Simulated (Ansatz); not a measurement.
# C₂H₂BrN: a ladder of functionals and wavefunction methods

One table from this session's results is given with a row withheld; the runs are named, their logs left out.

Computed with Ansatz 0.2.0, Gaussian basis. Level: functionals in def2-TZVPP, the program's frozen cores in correlated methods.

The runs, in order: LDA (SPW92), PBE-D4, revPBE-D4, BLYP-D4, r2SCAN-D4, B97M-V, PBE0-D4, B3LYP-D4, r2SCANh-D4, r2SCAN0-D4, HSE06-D4, BHLYP-D4, CAM-B3LYP-D4, LC-ωPBE, ωB97X-V, ωB97M-V, B2PLYP, PBE-QIDH; CCSD(T)/def2-SVP; CCSD(T)/def2-TZVPP; MP2/def2-QZVPP; extrapolation to the limit; RPA on PBE.

**Structure used throughout**

An earlier PBE0-D4 in a triple-zeta def2 set relaxation fixed the geometry.

SMILES `N=C=CBr`, 6 atoms, charge 0, spin multiplicity 1.

Atoms are counted from 1 here; the program's logs count them from 0.

Bond lengths: N1–C2 1.217 Å, N1–H5 1.019 Å, C2–C3 1.304 Å, C3–Br4 1.881 Å, C3–H6 1.079 Å. Angles: C2–N1–H5 116.4°, N1–C2–C3 174.0°, C2–C3–Br4 120.6°, C2–C3–H6 122.7°, Br4–C3–H6 116.7°.

The first run:

Contents of in.yaml:

```yaml
crystal:
  periodic: [false, false, false]
  atoms:
    - {symbol: N, position_ang: [1.151297, 0.226591, -1.166077]}
    - {symbol: C, position_ang: [0.349784, 0.121648, -0.256863]}
    - {symbol: C, position_ang: [-0.404577, -0.029408, 0.796600]}
    - {symbol: Br, position_ang: [-1.231906, -1.680299, 1.154179]}
    - {symbol: H, position_ang: [0.778351, 0.525637, -2.065830]}
    - {symbol: H, position_ang: [-0.600947, 0.771731, 1.491892]}
basis:
  gaussian: {orbitals: def2-TZVPP}
hamiltonian: {xc: lda}
output: {orbitals: {seedname: orbitals}}
```

Launch:

```bash
ansatz run in.yaml --threads 2 --pin off --events-out ev --progress --plain --max-ram 4352MiB
```

Among the steps run: LDA; PBE-D4 (GGA); revPBE-D4 (GGA); BLYP-D4 (GGA); r2SCAN-D4 (meta-GGA); B97M-V (meta-GGA); B3LYP-D4 (hybrid); r2SCANh-D4 (hybrid); r2SCAN0-D4 (hybrid); HSE06-D4 (hybrid); BHLYP-D4 (hybrid); CAM-B3LYP-D4 (range-separated); LC-ωPBE (range-separated); ωB97X-V (range-separated); ωB97M-V (range-separated); B2PLYP (double hybrid); PBE-QIDH (double hybrid).

One of the session's tables, all rows but one given; the rest of the session is left out.

It belongs to the step «Frontier levels by functional». 

```
  functional  HOMO (eV)  gap (eV)
 LDA (SPW92)      -5.76      3.05
      PBE-D4      -5.60      3.15
   revPBE-D4      -5.55      3.18
     BLYP-D4      -5.46      3.15
   r2SCAN-D4      -5.83      3.54
      B97M-V      -5.89      3.80
     PBE0-D4      -6.78      5.35
    B3LYP-D4      -6.57      4.91
  r2SCANh-D4          ?         ?
  r2SCAN0-D4      -6.93      5.59
    HSE06-D4      -6.39      4.57
    BHLYP-D4      -7.84      7.58
CAM-B3LYP-D4      -8.07      7.82
     LC-ωPBE      -9.38     10.34
     ωB97X-V      -9.03      9.90
     ωB97M-V      -8.91      9.70
```

Estimate the missing values for r2SCANh-D4.

Worked estimate for «HOMO (eV)». Against the share of exact exchange, r2SCAN-D4 (0, -5.83), r2SCAN0-D4 (0.25, -6.93) give a slope of -4.40 per unit share; at 0.1 the line stands at -6.27.

**Answer.** HOMO (eV): -6.27; gap (eV): 4.35. In «HOMO (eV)» the line misses by 0.00.
